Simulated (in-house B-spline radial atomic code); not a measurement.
# Cs⁶⁺: ionisation energy by several methods

One table from this session's results is given with a row withheld; the runs are named, their logs left out.

Program: in-house B-spline radial atomic code version 1. Level of theory: scalar-relativistic (X2C), several functionals, spin-polarised; spherical all-electron atom at the radial basis limit. These are calculated values, not measurements, unless marked.

## Starting point

| Quantity | Value |
| --- | --- |
| element | caesium (Z = 55) |
| charge | +6 |
| electrons | 49 |
| configuration | [Kr] 4d10 5s2 5p1 |
| nucleus | Fermi, rms radius 4.804 fm |

Outer shells as boxes (Hund's rule):

[Kr] 4d10 5s2 5p1
```
[Kr] core
4d [↑↓][↑↓][↑↓][↑↓][↑↓]
5s [↑↓]
5p [↑ ][  ][  ]
```

Where spins are not typed, each open shell is filled with up spins first.

Set-up of the first run:

Input settings:

```ini
Z = 55
electrons = 49.0
configuration = [Kr] 4d10 5s2 5p1
hamiltonian = x2c
method = b88,p86
spin_polarised = True
nucleus = fermi
rms_radius = 4.8041
mass_number = 133
atomic_mass = 132.905451958
speed_of_light = 137.035999084
```

Among the steps run: BP86, a GGA; TPSS, a meta-GGA; M06-L, a meta-GGA; OLYP, a GGA; BLYP, a GGA.

One of the session's tables, all rows but one given; the rest of the session is left out.

| method | ΔSCF (eV) |
| --- | --- |
| BP86 | 81.841 |
| OLYP | ? |
| BLYP | 81.745 |
| TPSS | 81.408 |
| M06-L | 80.986 |

**Question.** Estimate the row for OLYP.

As computed: ΔSCF (eV): 81.448. In the column «ΔSCF (eV)» it lies between TPSS (81.408) and BLYP (81.745).
